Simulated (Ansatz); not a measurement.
An input for Ansatz 0.2.0 (HfB):

The input input.yaml:

```yaml
crystal:
  lattice:
    - [0.0, 2.31, 2.31]
    - [2.31, 0.0, 2.31]
    - [2.31, 2.31, 0.0]
  atoms:
    - { symbol: Hf, position: [0.5, 0.5, 0.5] }
    - { symbol: B, position: [0.0, 0.0, 0.0] }
hamiltonian:
  xc: r2scan
  pseudopotentials: { kind: nc, accuracy: stringent }
  dispersion: rvv10
  hubbard: { sites: [{ species: Hf, l: d, u_eff: -5.0 }] }
kpoints:
  mp_grid: { grid: [10, 10, 10] }
scf:
  occupations: { method: methfessel_paxton, width: 0.1 }
  max_iter: 80
output:
  forces: true
  stress: true
  eigenvalues: true
  xc_energy_on_converged_density: [lda, pbe, pbesol, rpbe, revpbe, blyp]
```

Potentials or basis: PseudoDojo stringent.

The run is started by

```sh
$ ansatz run input.yaml --threads 1 --pin off --max-ram 2560MiB --backend cpu --events-out ev --progress --plain --runs-dir out
```

How does this run end?

The run stopped without a result. It printed:

Output:

```text
Error: output.xc_energy_on_converged_density with hamiltonian.dispersion: rvv10 — rVV10 stands in the run's components.e_xc, and no spelling names it: the densities would be reported as the semilocal parent's, and the run's own functional could not be listed; converge with dispersion: none
```
